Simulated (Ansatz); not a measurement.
Write a Python script for Ansatz 0.2.0 through its Python package that makes a calculation of the elastic constants of Si, space group Fd-3m. Use (first run): LDA, PAW, cutoff 420 eV, 8×8×8 k-points, fixed occupations.

`si.xyz`
```text
2
Lattice="0.0 2.71356 2.71356 2.71356 0.0 2.71356 2.71356 2.71356 0.0" Properties=species:S:1:pos:R:3 pbc="T T T"
Si    4.07034000    4.07034000    4.07034000
Si    2.71356000    2.71356000    2.71356000
```

`elastic_si.py`
```python
"""Stiffness tensor and moduli of Si."""

from dataclasses import replace

import ansatz as az
import numpy as np

params = {
    "xc": "lda",
    "ecut": 420,
    "mesh": (8, 8, 8),
}


def main() -> None:
    crystal = az.Crystal.from_extxyz("si.xyz")

    calc = (
        crystal.calculation()
        .functional(params["xc"])
        .occupations(az.OccupationsMethod.FIXED)
        .basis(params["ecut"])
        .kpoints(*params["mesh"])
    )
    # relax, then strain
    rest = calc.relax(cell=True).run(threads=1, backend="cpu").lattice
    relaxed = az.Crystal(lattice=az.Lattice.of(rest.cell_ang))
    for site in rest.sites:
        relaxed = relaxed.atom(site.symbol, site.position_frac)
    calc = replace(calc, crystal=relaxed)
    print("relaxed volume {:.3f} A^3".format(abs(np.linalg.det(rest.cell_ang))))
    result = calc.elastic(az.ElasticMode.RELAXED_ION, amplitude=0.003).run(threads=1, backend="cpu")
    elastic = result.elastic

    print("C_ij (GPa), Voigt order xx yy zz yz xz xy")
    for row in elastic.c_gpa:
        print(" ".join(f"{value:8.1f}" for value in row))
    print("smallest eigenvalue of C:", round(elastic.stability.min_eigenvalue_gpa, 1), "GPa; tensor positive definite:", elastic.stability.min_eigenvalue_gpa > 0)
    # averaged moduli need a positive definite tensor
    if elastic.stability.min_eigenvalue_gpa > 0:
        for name, value in elastic.moduli.to_plain().items():
            print(f"{name:14s} {value:9.3f}")


if __name__ == "__main__":
    main()
```

`python elastic_si.py` gives:
```text
relaxed volume 39.412 A^3
C_ij (GPa), Voigt order xx yy zz yz xz xy
   161.1     64.4     64.4     -0.0      0.0      0.0
    64.4    161.1     64.4     -0.0      0.0     -0.0
    64.4     64.4    161.1     -0.0     -0.0     -0.0
     0.0      0.0     -0.0     75.6     -0.0     -0.0
     0.0     -0.0     -0.0      0.0     75.6      0.0
     0.0      0.0      0.0      0.0     -0.0     75.6
smallest eigenvalue of C: 75.6 GPa; tensor positive definite: True
k_voigt_gpa       96.642
k_reuss_gpa       96.642
k_hill_gpa        96.642
g_voigt_gpa       64.665
g_reuss_gpa       61.660
g_hill_gpa        63.163
youngs_gpa       155.591
poisson            0.232
```

Notes:
- With fixed filling the reported Fermi level is the top filled level among the k-points of the SCF.
- A positive definite tensor excludes instabilities under uniform strain alone; phonons elsewhere in the zone can still be imaginary.
- Of the deposited cell: the entry's cell lengths or inner coordinates differ somewhat from later room-temperature determinations.
- The constants belong to the cell that was strained; where it wasn't relaxed first it may be under stress.
- Hardware and time: 27 s on 1 thread of Arm Neoverse V1, with other jobs on the host, peak memory 0.4 GiB.

(A comment or docstring line of the script was reworded after the run, the code is as it ran.)
